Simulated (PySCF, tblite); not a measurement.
# C₆H₁₀BClO: geometry, infrared bands and NMR shifts

What infrared bands and NMR shifts should C₆H₁₀BClO (`C=C/C(C)=C\B(Cl)OC`) show?

Computed with tblite 0.8.0 and PySCF 2.14.0, with density-fitted response routines of our own, on a single molecule in the gas phase. Atoms are numbered from 0 throughout.

### 1 The molecule as given

19 atoms, charge 0, multiplicity 1; geometry from: force field or distance geometry start.

Bonds of the start (Å): C0–C1 1.31, C1–C2 1.48, C2–C3 1.50, C2–C4 1.31, C4–B5 1.55, B5–Cl6 1.83, B5–O7 1.48, O7–C8 1.39, C0–H9 1.09, C0–H10 1.10, C1–H11 1.08, C3–H12 1.11, C3–H13 1.12, C3–H14 1.12, C4–H15 1.08, C8–H16 1.10, C8–H17 1.11, C8–H18 1.11.

### 2 Optimising the geometry with GFN2-xTB

The job: settings as JSON, then the geometry in Å.

```
{"job": {"kind": "relax", "xc": "GFN2-xTB", "basis": "xTB"}, "charge": 0, "multiplicity": 1}
C     -2.591700     1.590200    -0.705400
C     -1.355900     1.217200    -0.509100
C     -0.985100    -0.157900    -0.118500
C     -2.037000    -1.212500     0.049000
C      0.254700    -0.532300     0.089800
B      1.428600     0.474400    -0.072600
Cl     1.498500     2.058800     0.832100
O      2.595300    -0.005100    -0.851200
C      3.454800    -0.633800     0.041700
H     -3.441900     0.910400    -0.600300
H     -2.852700     2.619900    -0.988500
H     -0.594000     1.976600    -0.625900
H     -2.964900    -0.769900     0.462300
H     -1.658000    -2.018000     0.729300
H     -2.289600    -1.659900    -0.941600
H      0.455900    -1.558800     0.373200
H      3.790100    -1.630800    -0.296600
H      2.931800    -0.681400     1.018100
H      4.351400     0.022000     0.122100
```

Run with:

```console
> OMP_NUM_THREADS=1 python probes_run.py task.json out
```

This one command runs all jobs of the session in turn.

**Question.** This job is followed by: GFN2-xTB harmonic vibrations, gas phase; GIAO PBE0/pcSseg-1 NMR shielding, non-relativistic, gas phase. What will the session give for the following? strongest single infrared mode (GFN2-xTB); zero-point energy (GFN2-xTB); 13C shifts against TMS (PBE0/pcSseg-1); 1H shifts against TMS (PBE0/pcSseg-1, means over atoms taken as alike); 11B shifts against BF3·OEt2 (PBE0/pcSseg-1); 35Cl shifts against HCl (PBE0/pcSseg-1); 17O shifts against H2O (PBE0/pcSseg-1); surface potential, 1st and 99th percentile.

**Answer**, as computed:

```
                                                              quantity                                       value
                             strongest single infrared mode (GFN2-xTB)                       1283 cm⁻¹, 406 km/mol
                                          zero-point energy (GFN2-xTB)                               92.8 kcal/mol
                                13C shifts against TMS (PBE0/pcSseg-1)  166.0, 144.1, 134.3, 125.0, 55.1, 26.0 ppm
1H shifts against TMS (PBE0/pcSseg-1, means over atoms taken as alike)      8.52, 5.96, 5.66, 5.65, 4.23, 2.13 ppm
                           11B shifts against BF3·OEt2 (PBE0/pcSseg-1)                                    31.5 ppm
                               35Cl shifts against HCl (PBE0/pcSseg-1)                                     115 ppm
                                17O shifts against H2O (PBE0/pcSseg-1)                                   162.4 ppm
                                 surface potential, 1st and 99th percentile                          -0.91 V and 0.87 V
```

**Reading.** Over 99 steps the energy fell by 1.460 eV; of the close pairs, B5–O7 changed most, 1.482 to 1.332 Å. The lowest mode is slightly imaginary (5i cm⁻¹), a soft motion within the noise of the Hessian, so the minimum is not strictly shown. The strongest single mode, at 1283 cm⁻¹, moves mainly B5 and O7. Unscaled tight-binding wavenumbers are off by several per cent, some by more. Its intensities can rank the bands wrongly. At PBE0/pcSseg-1: Shielding is most anisotropic at Cl6 (span 375 ppm, paramagnetic term -317 ppm). At PBE0/pcSseg-1, counted by nearest atom on the grid, the HOMO lies on C4 30 %; C0 22 %, the LUMO on C2 20 %; B5 17 %.
